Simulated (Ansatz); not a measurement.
**CdTe: the crystal squeezed far**

One table from this session's results is given with a row withheld; the runs are named, their logs left out.

The COD entry's cell or inner coordinates are ideal or old and differ from later refinements, so a difference from it is no clean test against experiment.

Computed with Ansatz 0.2.0 (DFT PBE, with the methods named in each step, unless a step's input says otherwise).

**The starting structure**

The structure is cubic, space group F-43m (No. 216). Conventional cell: a = 6.410 Å, b = 6.410 Å, c = 6.410 Å, α = 90.00°, β = 90.00°, γ = 90.00°. Cd (site symmetry -43m) has 4 Te at 2.78 Å as nearest neighbours. Te (site symmetry -43m) has 4 Cd at 2.78 Å as nearest neighbours.

As a file:

```
CELL_PARAMETERS angstrom
0.00000 3.20500 3.20500
3.20500 0.00000 3.20500
3.20500 3.20500 0.00000
ATOMIC_POSITIONS crystal
Cd 0.00000 0.00000 0.00000
Te 0.25000 0.25000 0.25000
```

Whether this phase is the stable one at these pressures isn't tested.

Atoms are numbered in the order of the input: Cd1, Te2.

The first run:

Contents of input.yaml:

```yaml
crystal:
  lattice:
    - [0.0, 3.205, 3.205]
    - [3.205, 0.0, 3.205]
    - [3.205, 3.205, 0.0]
  atoms:
    - { symbol: Cd, position: [0.0, 0.0, 0.0] }
    - { symbol: Te, position: [0.25, 0.25, 0.25] }
kpoints:
  mp_grid: { grid: [10, 10, 10] }
  band_path:
    path:
      - [0.0, 0.0, 0.0]
      - [-0.5, -0.5, 0.0]
      - [-0.375, -0.375, 0.25]
      - [-0.375, 0.0, 0.375]
      - [0.0, 0.0, 0.0]
      - [0.0, 0.0, 0.5]
      - [-0.5, -0.25, 0.25]
      - [-0.5, -0.5, 0.0]
    npoints: 14
scf:
  occupations: { method: fermi_dirac, width: 0.05 }
hamiltonian:
  xc: pbe
  pseudopotentials: { kind: all_electron, lapw: { basis_error: 0.001 } }
output:
  forces: true
  stress: true
  eigenvalues: true
  populations: true
```

Started as:

```bash
> ansatz run input.yaml --threads 1 --pin off --max-ram 2048MiB --backend cpu --events-out ev --progress --plain --runs-dir out
```

Among the steps run: The reference volume, LAPW; Volume scaled by 1, crystal datasets; Volume scaled by 0.75, LAPW; Volume scaled by 0.7, LAPW; Volume scaled by 0.65, LAPW; Volume scaled by 0.65, crystal datasets.

One table of the session follows, with a row left open; its other results are not shown here.

```
          method  volume over the first  volume (Å³/atom)  pressure (GPa)  gap on the k mesh (eV)
            LAPW                      1            32.922            4.25                    0.87
            LAPW                   0.75            24.691           33.67                    1.71
            LAPW                    0.7            23.045           46.83                    1.46
            LAPW                   0.65            21.399           65.02                    1.18
             PAW                      1            32.922            4.24                    0.87
             PAW                   0.75            24.691           33.63                    1.71
             PAW                    0.7            23.045           46.79                    1.46
             PAW                   0.65                 ?               ?                       ?
crystal datasets                      1            32.922            4.25                    0.87
crystal datasets                   0.65            21.399           65.02                    1.18
```

Q: Estimate the row for PAW, 0.65 from the others.

**Answer.** volume (Å³/atom): 21.399; pressure (GPa): 65.00; gap on the k mesh (eV): 1.18.

To keep in mind: Rows by PAW come from runs of the same series that aren't printed here. A fit over so wide a range leans to the high pressures, so B₀ can be off by several per cent. Spin-orbit coupling is left out, though the cell holds Te; in elements this heavy it can shift bands and gaps by tenths of an eV. Warnings in the runs' records: gradients without spin orbit, crystal datasets made.
